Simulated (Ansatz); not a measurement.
# H₃InOZn: how energies converge with the basis set

Aim: see how fast density functionals converge with the basis set for H₃InOZn.

The runs use Ansatz 0.2.0, Gaussian basis; one geometry, several basis sets.

Plan: PBE0-D4/def2-SVP; ωB97M-V/def2-SVP; PBE0-D4/def2-QZVPP; ωB97M-V/def2-QZVPP; the functionals' def2-TZVPP values are taken from earlier runs.

**1. The geometry**

All runs share one geometry, relaxed beforehand with PBE0-D4 in a triple-zeta def2 set. In takes the def2 core potential; no spin-orbit term is included.

SMILES `[OH][InH][ZnH]`, 6 atoms, charge 0, spin multiplicity 1.

Atoms are counted from 1 here; the program's logs count them from 0.

Bond lengths: O1–In2 2.007 Å, O1–H4 0.960 Å, In2–Zn3 2.587 Å, In2–H5 1.737 Å, Zn3–H6 1.563 Å. Angles: In2–O1–H4 113.1°, O1–In2–Zn3 110.3°, O1–In2–H5 110.6°, Zn3–In2–H5 139.1°, In2–Zn3–H6 179.8°.

**2. PBE0-D4 in def2-SVP**

in.yaml reads:

```yaml
crystal:
  periodic: [false, false, false]
  atoms:
    - {symbol: O, position_ang: [-1.380977, -1.036851, -0.744819]}
    - {symbol: In, position_ang: [0.214268, 0.175472, -0.627345]}
    - {symbol: Zn, position_ang: [0.867915, 0.562825, 1.845790]}
    - {symbol: H, position_ang: [-1.658982, -1.208304, -1.647432]}
    - {symbol: H, position_ang: [0.741119, 0.649180, -2.213441]}
    - {symbol: H, position_ang: [1.258857, 0.793777, 3.341048]}
basis:
  gaussian: {orbitals: def2-SVP}
hamiltonian: {xc: pbe0, dispersion: d4}
output: {orbitals: {seedname: orbitals}}
```

Launch:

```bash
$ ansatz run in.yaml --threads 4 --pin off --events-out ev --progress --plain --max-ram 10444MiB
```

After this run come: ωB97M-V in def2-SVP; PBE0-D4 in def2-QZVPP; ωB97M-V in def2-QZVPP.

Before running them: what should the planned runs give, taken together? Wanted: PBE0-D4: double and triple zeta above quadruple; ωB97M-V: double and triple zeta above quadruple.

**Answer**, as computed:

| quantity | value |
| --- | --- |
| PBE0-D4: double and triple zeta above quadruple | 11.36, 1.35 eV |
| ωB97M-V: double and triple zeta above quadruple | 11.43, 1.32 eV |

What this shows: For PBE0-D4 the step from double to triple zeta gains 10.02 eV and the next only 1.35 eV. Total energies overstate the basis error of differences, where much of it tends to cancel.
